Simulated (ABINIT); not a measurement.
# ZnH (F-43m) in ABINIT: notebook

The runs below take ZnH through relaxation of cell and atoms, single point, with PBE, SCAN.

Everything below comes from runs of ABINIT 10.8.3 (patched build). Logs are shortened: lines on timing, memory, paths and dates and some standing lists are left out, and cuts for length are marked. The log counts tension as positive stress, the text compression.

## 1. The crystal as given

Symmetry: F-43m, No. 216, cubic system. The conventional cell has a = 4.669 Å, b = 4.669 Å, c = 4.669 Å, α = 90.00°, β = 90.00°, γ = 90.00°. Zn (site symmetry -43m) is surrounded by 4 H at 2.02 Å. H (site symmetry -43m) is surrounded by 4 Zn at 2.02 Å.

The cell was built by a generator and needn't be a form met in nature.

## 2. Relaxation of cell and atoms, PBE

run.abi reads:

```
# Pseudopotentials
pp_dirpath "./"
pseudos "Zn.GGA_PBE-JTH.xml, H.GGA_PBE-JTH.xml"

# Structure
acell 6.2394507893 6.2394507893 6.2394507893
rprim
     0.0000000000     0.7071067812     0.7071067812
     0.7071067812     0.0000000000     0.7071067812
     0.7071067812     0.7071067812     0.0000000000
ntypat 2
znucl 30 1
natom 2
typat 1 2
xcart
     0.0000000000     0.0000000000     0.0000000000
     2.2059789820     2.2059789820     2.2059789820
chkprim 0
chksymtnons 0
tolsym 1.0e-6

# Plane-wave basis
ecut 816.341587 eV
pawecutdg 52.0

# k points
kptopt 1
ngkpt 10 10 10
nshiftk 1
shiftk 0.0 0.0 0.0

# Exchange and correlation
ixc 11

# Bands and occupations
nband 11
occopt 3
tsmear 0.05 eV

# SCF cycle
nstep 100
tolvrs 1.0e-9

# Output
iomode 3
prtwf 0
prtden 0
prteig 0
prtebands 0
enunit 1

# Relaxation
ionmov 22
ntime 60
tolmxf 0.0002
optcell 2
dilatmx 1.15
ecutsm 0.5
chkdilatmx 0
```

Potentials or basis: JTH PAW PBE v2.0.

Run with:

```console
> abinit run.abi > log 2>&1
```

run.abo:

```text
.Version 10.8.3 of ABINIT
 Symmetries : space group F-4 3 m (#216); Bravais cF (face-center cubic)
================================================================================
 Values of the parameters that define the memory need of the present run
     intxc =       0    ionmov =      22      iscf =      17    lmnmax =      18
     lnmax =       6     mgfft =      36  mpssoang =       3    mqgrid =    3001
     natom =       2  nloc_mem =       2    nspden =       1   nspinor =       1
    nsppol =       1      nsym =      24    n1xccc =       1    ntypat =       2
    occopt =       3   xclevel =       2
       mpw =        2075          nfft =       46656          nkpt =          47
 PAW method is used; the additional fine FFT grid is defined by:
   mgfftf=        48    nfftf =    110592
================================================================================
================================================================================

--------------------------------------------------------------------------------
------------- Echo of variables that govern the present computation ------------
--------------------------------------------------------------------------------
 -outvars: echo values of preprocessed input variables --------
            acell      6.2394507893E+00  6.2394507893E+00  6.2394507893E+00 Bohr
              amu      6.53900000E+01  1.00794000E+00
       chkdilatmx           0
          chkprim           0
      chksymtnons           0
          dilatmx      1.15000000E+00
             ecut      3.00000000E+01 Hartree
           ecutsm      5.00000000E-01 Hartree
           enunit           1
           ionmov          22
              ixc          11
         kptrlatt       10    0    0      0   10    0      0    0   10
          kptrlen      6.23945079E+01
            natom           2
            nband          11
            ngfft          36      36      36
          ngfftdg          48      48      48
             nkpt          47
            nstep         100
             nsym          24
            ntime          60
           ntypat           2
           occopt           3
          optcell           2
        pawecutdg      5.20000000E+01 Hartree
         pawxcdev           0
           prtden           0
        prtebands           0
           prteig           0
            prtwf           0
            rprim      0.0000000000E+00  7.0710678120E-01  7.0710678120E-01
                       7.0710678120E-01  0.0000000000E+00  7.0710678120E-01
                       7.0710678120E-01  7.0710678120E-01  0.0000000000E+00
          spgroup         216
           tolmxf      2.00000000E-04
           tolsym      1.00000000E-06
           tolvrs      1.00000000E-09
           tsmear      1.83746611E-03 Hartree
            typat      1  2
[... 1734 lines left out ...]

 Mean square residual over all n,k,spin=   84.809E-14; max=  62.617E-12
 reduced coordinates (array xred) for    2 atoms
      -0.000000000000     -0.000000000000      0.000000000000
       0.250000000000      0.250000000000      0.250000000000
 rms dE/dt=  1.2145E-30; max dE/dt=  2.1036E-30; dE/dt below (all hartree)
    1      -0.000000000000      0.000000000000      0.000000000000
    2       0.000000000000      0.000000000000      0.000000000000

 cartesian coordinates (angstrom) at end:
    1     -0.00000000000000    -0.00000000000000    -0.00000000000000
    2      1.10898411239808     1.10898411239808     1.10898411239808

 cartesian forces (hartree/bohr) at end:
    1     -0.00000000000000    -0.00000000000000     0.00000000000000
    2      0.00000000000000     0.00000000000000    -0.00000000000000
 frms,max,avg= 2.0489877E-31 2.5094872E-31   0.000E+00  0.000E+00  0.000E+00 h/b

 cartesian forces (eV/Angstrom) at end:
    1     -0.00000000000000    -0.00000000000000     0.00000000000000
    2      0.00000000000000     0.00000000000000    -0.00000000000000
 frms,max,avg= 1.0536318E-29 1.2904302E-29   0.000E+00  0.000E+00  0.000E+00 e/A
 length scales=  5.927467551361  5.927467551361  5.927467551361 bohr
              =  3.136680744419  3.136680744419  3.136680744419 angstroms
 Fermi (or HOMO) energy (eV) =   7.25231   Average Vxc (eV)=  -9.75673
 Eigenvalues (   eV  ) for nkpt=  47  k points:
 kpt#   1, nband= 11, wtk=  0.00100, kpt=  0.0000  0.0000  0.0000 (reduced coord)
  -3.50185   -0.24810   -0.24810   -0.24810   -0.00268   -0.00268   13.46904   20.01759
  20.01759   20.01759   22.08715
 prteigrs : prtvol=0 or 1, do not print more k-points.

--- !EnergyTerms
iteration_state     : {dtset: 1, itime: 15, icycle: 1, }
comment             : Components of total free energy in Hartree
kinetic             :  7.00193678064440E+00
hartree             :  1.65633234521800E+01
xc                  : -2.06807690456947E+00
Ewald energy        : -4.08013561190339E+01
psp_core            :  7.54312494726972E-01
local_psp           : -6.24779700664509E+01
PAW spherical_terms :  1.61679706474914E+01
internal            : -6.48598597150115E+01
'-kT*entropy'       : -2.59349828915797E-04
total_energy        : -6.48601190648404E+01
total_energy_eV     : -1.76493375183369E+03
...

--- !EnergyTermsDC
iteration_state     : {dtset: 1, itime: 15, icycle: 1, }
comment             : '"Double-counting" decomposition of free energy'
band_energy         :  2.09596171271635E-01
Ewald energy        : -4.08013561190339E+01
psp_core            :  7.54312494726972E-01
xc_dc               : -1.60901578005718E+01
PAW spherical_terms : -8.93225243421107E+00
internal            : -6.48598576878181E+01
'-kT*entropy'       : -2.59349828915797E-04
total_energy_dc     : -6.48601170376470E+01
total_energy_dc_eV  : -1.76493369667095E+03
...

--- !EnergyTermsWithPAWCore
iteration_state     : {dtset: 1, itime: 15, icycle: 1, }
comment             : 'Components of total free energy, including PAW core contributions'
Total energy        : -1.79660796357026E+03
Total energy DC     : -1.79660796154307E+03
Total energy (eV)   : -4.88881932293158E+04
Total energy DC (eV): -4.88881931741531E+04
...

 Cartesian components of stress tensor (hartree/bohr^3)
  sigma(1 1)= -5.05092234E-07  sigma(3 2)=  0.00000000E+00
  sigma(2 2)= -5.05092234E-07  sigma(3 1)=  0.00000000E+00
  sigma(3 3)= -5.05092234E-07  sigma(2 1)=  0.00000000E+00

-Cartesian components of stress tensor (GPa)         [Pressure=  1.4860E-02 GPa]
- sigma(1 1)= -1.48603266E-02  sigma(3 2)=  0.00000000E+00
- sigma(2 2)= -1.48603266E-02  sigma(3 1)=  0.00000000E+00
- sigma(3 3)= -1.48603266E-02  sigma(2 1)=  0.00000000E+00

== END DATASET(S) ==============================================================
================================================================================

 -outvars: echo values of variables after computation  --------
            acell      5.9274675514E+00  5.9274675514E+00  5.9274675514E+00 Bohr
           etotal     -6.4860117038E+01
            fcart     -2.5094871884E-31 -4.4123780370E-47  2.5094871884E-31
                       2.5094871884E-31  4.4123780370E-47 -2.5094871884E-31
            rprim      0.0000000000E+00  7.0710678119E-01  7.0710678119E-01
                       7.0710678119E-01  0.0000000000E+00  7.0710678119E-01
                       7.0710678119E-01  7.0710678119E-01  0.0000000000E+00
           strten     -5.0509223399E-07 -5.0509223400E-07 -5.0509223399E-07
                       0.0000000000E+00  0.0000000000E+00  0.0000000000E+00
           xangst     -4.0885402292E-28 -1.3095147336E-29 -3.8143214595E-27
                       1.1089841124E+00  1.1089841124E+00  1.1089841124E+00
             xred     -7.7065183930E-28 -9.4908490753E-28  7.6474772075E-28
                       2.5000000000E-01  2.5000000000E-01  2.5000000000E-01
 Calculation completed.
```

Run time: 11 min. Hardware: 1 thread of Arm Neoverse V2, shared host; peak memory 0.19 GiB.

Results:

| Property | Result |
| --- | --- |
| Free energy | -1764.9337 eV |
| Relaxed volume | 10.91 Å³/atom |
| Relaxed cell | a = 3.137 Å, b = 3.137 Å, c = 3.137 Å, α = 60.00°, β = 60.00°, γ = 60.00° |
| Space group after relaxing (to 0.05 Å) | F-43m (No. 216) |
| Energy gained by relaxing | 34.8 meV/atom |
| Ionic steps | 15 |
| Pressure after relaxing | 0.0 GPa |
| Band gap on the k mesh | none (metal or under the smearing width) |

The path:
| step | energy change (eV) | largest force (eV/Å) | pressure (GPa) | volume (Å³) |
| --- | --- | --- | --- | --- |
| 1 | 0.0000 | 0.0000 | -5.40 | 25.45 |
| 2 | -0.0135 | 0.0000 | -4.99 | 25.03 |
| 3 | 6.7350 | 0.0000 | 395.14 | 8.65 |
| 4 | -0.0551 | 0.0000 | -2.86 | 23.37 |
| 5 | -0.0555 | 0.0000 | -2.83 | 23.35 |
| 6 | 0.3387 | 0.0000 | 30.57 | 16.06 |
| 7 | -0.0592 | 0.0000 | -2.47 | 23.12 |
| 8 | -0.0608 | 0.0000 | -2.29 | 23.02 |
| 9 | 0.2120 | 0.0000 | 23.23 | 16.82 |
| 10 | -0.0667 | 0.0000 | -1.38 | 22.50 |
| 11 | -0.0671 | 0.0000 | -1.28 | 22.45 |
| 12 | -0.0090 | 0.0000 | 8.32 | 19.19 |
| 13 | -0.0689 | 0.0000 | -0.73 | 22.17 |
| 14 | -0.0690 | 0.0000 | -0.66 | 22.14 |
| 15 | -0.0697 | 0.0000 | 0.01 | 21.82 |

Final structure:
```yaml
crystal:
  lattice:
    - [0.00000, 2.21797, 2.21797]
    - [2.21797, 0.00000, 2.21797]
    - [2.21797, 2.21797, 0.00000]
  atoms:
    - { symbol: Zn, position: [0.00000, 0.00000, 0.00000] }
    - { symbol: H, position: [0.25000, 0.25000, 0.25000] }
```

Levels at points of the mesh, in eV from the Fermi level:
```csv
k point,band 2,band 3,band 4,band 5,band 6,band 7,band 8,band 9,band 10,band 11
"(0.00, 0.00, 0.00)",-7.50,-7.50,-7.50,-7.26,-7.26,6.22,12.77,12.77,12.77,14.83
"(0.50, 0.00, 0.00)",-7.47,-7.47,-7.12,-7.12,-5.43,-2.73,8.11,10.05,10.05,14.04
"(0.50, 0.50, 0.00)",-7.77,-7.11,-7.09,-7.09,-4.74,-0.58,5.35,5.35,5.39,9.24
```

Caveat: the atomic spheres overlap.

## 3. Single point, SCAN

run.abi reads:

```
# Pseudopotentials
pp_dirpath "./"
pseudos "Zn.GGA_PBE-JTH.xml, H.GGA_PBE-JTH.xml"

# Structure
acell 3.1366807518 3.1366807518 3.1366807518 Angstrom
rprim
     0.0000000000     0.7071067812     0.7071067812
     0.7071067812     0.0000000000     0.7071067812
     0.7071067812     0.7071067812     0.0000000000
ntypat 2
znucl 30 1
natom 2
typat 1 2
xred
     0.0000000000     0.0000000000     0.0000000000
     0.2500000000     0.2500000000     0.2500000000
chkprim 0
chksymtnons 0
tolsym 1.0e-6

# Plane-wave basis
ecut 36.0
pawecutdg 58.0

# k points
kptopt 1
ngkpt 10 10 10
nshiftk 1
shiftk 0.0 0.0 0.0

# Exchange and correlation
ixc -263267
usekden 1
pawxcdev 0

# Bands and occupations
nband 11
occopt 3
tsmear 0.00183747

# SCF cycle
nstep 100
tolvrs 1.0e-7

# Output
iomode 3
prtwf 0
prteig 0
prtebands 0
enunit 2
prtden 1
prtvha 1
prtvclmb 1
prtpot 1
```

Potentials or basis: JTH PAW PBE v2.0.

Run with:

```console
> abinit run.abi > log 2>&1
```

run.abo:

```text
.Version 10.8.3 of ABINIT
 Symmetries : space group F-4 3 m (#216); Bravais cF (face-center cubic)
================================================================================
 Values of the parameters that define the memory need of the present run
     intxc =       0    ionmov =       0      iscf =      17    lmnmax =      18
     lnmax =       6     mgfft =      36  mpssoang =       3    mqgrid =    3001
     natom =       2  nloc_mem =       2    nspden =       1   nspinor =       1
    nsppol =       1      nsym =      24    n1xccc =       1    ntypat =       2
    occopt =       3   xclevel =       2
       mpw =        1533          nfft =       46656          nkpt =          47
 PAW method is used; the additional fine FFT grid is defined by:
   mgfftf=        45    nfftf =     91125
================================================================================
================================================================================

--------------------------------------------------------------------------------
------------- Echo of variables that govern the present computation ------------
--------------------------------------------------------------------------------
 -outvars: echo values of preprocessed input variables --------
            acell      5.9274675653E+00  5.9274675653E+00  5.9274675653E+00 Bohr
              amu      6.53900000E+01  1.00794000E+00
          chkprim           0
      chksymtnons           0
             ecut      3.60000000E+01 Hartree
           enunit           2
              ixc     -263267
[... 239 lines left out ...]
PAW spherical_terms : -2.36704033252672E+00
internal            : -5.84981041623495E+01
'-kT*entropy'       : -2.94491489941859E-04
total_energy_dc     : -5.84983986538395E+01
total_energy_dc_eV  : -1.59182252054100E+03
...

--- !EnergyTermsWithPAWCore
iteration_state     : {dtset: 1, }
comment             : 'Components of total free energy, including PAW core contributions'
Total energy        : -1.79702085507268E+03
Total energy DC     : -1.79702088953546E+03
Total energy (eV)   : -4.88994285794657E+04
Total energy DC (eV): -4.88994295172457E+04
...

 Cartesian components of stress tensor (hartree/bohr^3)
  sigma(1 1)=  1.12532066E-04  sigma(3 2)=  0.00000000E+00
  sigma(2 2)=  1.12532066E-04  sigma(3 1)=  0.00000000E+00
  sigma(3 3)=  1.12532066E-04  sigma(2 1)=  0.00000000E+00

-Cartesian components of stress tensor (GPa)         [Pressure= -3.3108E+00 GPa]
- sigma(1 1)=  3.31080768E+00  sigma(3 2)=  0.00000000E+00
- sigma(2 2)=  3.31080768E+00  sigma(3 1)=  0.00000000E+00
- sigma(3 3)=  3.31080768E+00  sigma(2 1)=  0.00000000E+00

== END DATASET(S) ==============================================================
================================================================================

 -outvars: echo values of variables after computation  --------
            acell      5.9274675653E+00  5.9274675653E+00  5.9274675653E+00 Bohr
           etotal     -5.8498398654E+01
            fcart      9.0674829835E-31  4.7376373253E-30  9.0674829835E-31
                      -9.0674829835E-31 -4.7376373253E-30 -9.0674829835E-31
            rprim      0.0000000000E+00  7.0710678120E-01  7.0710678120E-01
                       7.0710678120E-01  0.0000000000E+00  7.0710678120E-01
                       7.0710678120E-01  7.0710678120E-01  0.0000000000E+00
           strten      1.1253206564E-04  1.1253206564E-04  1.1253206564E-04
                       0.0000000000E+00  0.0000000000E+00  0.0000000000E+00
           xangst      0.0000000000E+00  0.0000000000E+00  0.0000000000E+00
                       1.1089841150E+00  1.1089841150E+00  1.1089841150E+00
             xred      0.0000000000E+00  0.0000000000E+00  0.0000000000E+00
                       2.5000000000E-01  2.5000000000E-01  2.5000000000E-01
 Calculation completed.
```

It took 2.2 min on 1 thread of Arm Neoverse V2, shared host; peak memory 0.16 GiB.

Results:

| Quantity | Value |
| --- | --- |
| Free energy | -1591.8225 eV |
| Pressure | -3.3 GPa |
| Band gap on the k mesh | none (metal or under the smearing width) |
| Valence electrons inside the program's atomic spheres | Zn 10.69; H 0.40 |

Levels at points of the mesh, in eV from the Fermi level:
```tsv
k point	band 2	band 3	band 4	band 5	band 6	band 7	band 8	band 9	band 10	band 11
(0.00, 0.00, 0.00)	-7.86	-7.86	-7.86	-7.60	-7.60	6.59	13.36	13.36	13.36	15.28
(0.50, 0.00, 0.00)	-7.83	-7.83	-7.46	-7.46	-5.76	-2.84	8.65	10.43	10.43	14.58
(0.50, 0.50, 0.00)	-8.12	-7.45	-7.44	-7.44	-5.09	-0.54	5.53	5.53	5.57	9.83
```

Caveat: totals of a meta-GGA on PAW files have another zero than those of a GGA; the PAW data sets were made with another functional, which shifts forces and pressure a little.
